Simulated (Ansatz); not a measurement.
# Cd: stress in a strained cell

Cd is deformed so: zz strain of -3 %. What stress and forces result, by LAPW, PAW and all-electron datasets made for the crystal?

Computed with Ansatz 0.2.0 (DFT PBEsol, scalar-relativistic, unless a step's input says otherwise).

## (1) The starting structure

It takes space group P6_3/mmc (No. 194, hexagonal). Conventional cell: a = 2.979 Å, b = 2.979 Å, c = 5.618 Å, α = 90.00°, β = 90.00°, γ = 120.00°. Around Cd (site symmetry -6m2) lie 12 Cd at 2.98 to 3.29 Å.

As a file:

```cif
data_structure
_symmetry_space_group_name_H-M 'P6_3/mmc'
_symmetry_Int_Tables_number 194
_cell_length_a 2.9789
_cell_length_b 2.9789
_cell_length_c 5.6177
_cell_angle_alpha 90.000
_cell_angle_beta 90.000
_cell_angle_gamma 120.000
_cell_volume 43.17
loop_
_atom_site_label
_atom_site_type_symbol
_atom_site_symmetry_multiplicity
_atom_site_Wyckoff_symbol
_atom_site_fract_x
_atom_site_fract_y
_atom_site_fract_z
_atom_site_occupancy
Cd1 Cd 2 c 0.33333 0.66667 0.25000 1
```

The file gives the conventional cell by its symmetry; the runs use the cell typed in the input.

Atoms are numbered in the order of the input: Cd1, Cd2.

## (2) After the deformation

Space group P6_3/mmc before, P6_3/mmc after.

## (3) LAPW, all electrons

Input file input.yaml:

```yaml
crystal:
  lattice:
    - [2.9788725081, 0.0, 0.0]
    - [-1.489436254, 2.5797792666, 0.0]
    - [0.0, 0.0, 5.4491205]
  atoms:
    - { symbol: Cd, position: [0.3333333333, 0.6666666667, 0.25] }
    - { symbol: Cd, position: [0.6666666667, 0.3333333333, 0.75] }
kpoints:
  mp_grid: { grid: [14, 14, 7] }
  band_path:
    path:
      - [0.0, 0.0, 0.0]
      - [0.5, 0.0, 0.0]
      - [0.3333333333, 0.3333333333, 0.0]
      - [0.0, 0.0, 0.0]
      - [0.0, 0.0, 0.5]
      - [0.5, 0.0, 0.5]
      - [0.3333333333, 0.3333333333, 0.5]
      - [0.0, 0.0, 0.5]
      - [0.5, 0.0, 0.5]
    npoints: 5
scf:
  occupations: { method: fermi_dirac, width: 0.05 }
hamiltonian:
  xc: pbesol
  pseudopotentials: { kind: all_electron, lapw: { basis_error: 0.00025 } }
output:
  forces: true
  stress: true
  eigenvalues: true
```

Command:

```sh
$ ansatz run input.yaml --threads 1 --pin off --max-ram 3072MiB --backend cpu --events-out ev --progress --plain --runs-dir out
```

## (4) PAW with frozen cores

Input file input.yaml:

```yaml
crystal:
  lattice:
    - [2.9788725081, 0.0, 0.0]
    - [-1.489436254, 2.5797792666, 0.0]
    - [0.0, 0.0, 5.4491205]
  atoms:
    - { symbol: Cd, position: [0.3333333333, 0.6666666667, 0.25] }
    - { symbol: Cd, position: [0.6666666667, 0.3333333333, 0.75] }
kpoints:
  mp_grid: { grid: [14, 14, 7] }
scf:
  occupations: { method: fermi_dirac, width: 0.05 }
hamiltonian:
  xc: pbesol
  pseudopotentials: { kind: paw }
output:
  forces: true
  stress: true
  eigenvalues: true
  efg: { contact_densities: true }
  write_density: true
  write_potential: true
  elf: true
  volumetric_format: npy
```

## (5) Datasets made for this crystal

input.yaml: that of step 4 with these lines changed.

```diff
@@ -14,3 +14,3 @@
   xc: pbesol
-  pseudopotentials: { kind: paw }
+  pseudopotentials: { kind: all_electron, datasets: crystal }
 output:
@@ -20,5 +20 @@
   efg: { contact_densities: true }
-  write_density: true
-  write_potential: true
-  elf: true
-  volumetric_format: npy
```

(Steps that only read results are left out.)

What does the calculation give? Wanted: pressure; largest shear or deviatoric stress.

**Answer**, as computed:

```
                                 quantity                                              value
                                 pressure  LAPW -0.22, PAW -0.22, crystal datasets -0.22 GPa
largest shear or deviatoric stress (LAPW)                                           0.14 GPa
```

In words: The largest part of the stress beyond the pressure is 0.14 GPa in size, in the zz component; the atoms are carried along and not relaxed. No run of the undeformed cell stands beside it, so the pressure holds what the given cell had before the change. PAW: stress within 0.01 GPa of LAPW. Crystal datasets: stress within 0.01 GPa of LAPW.
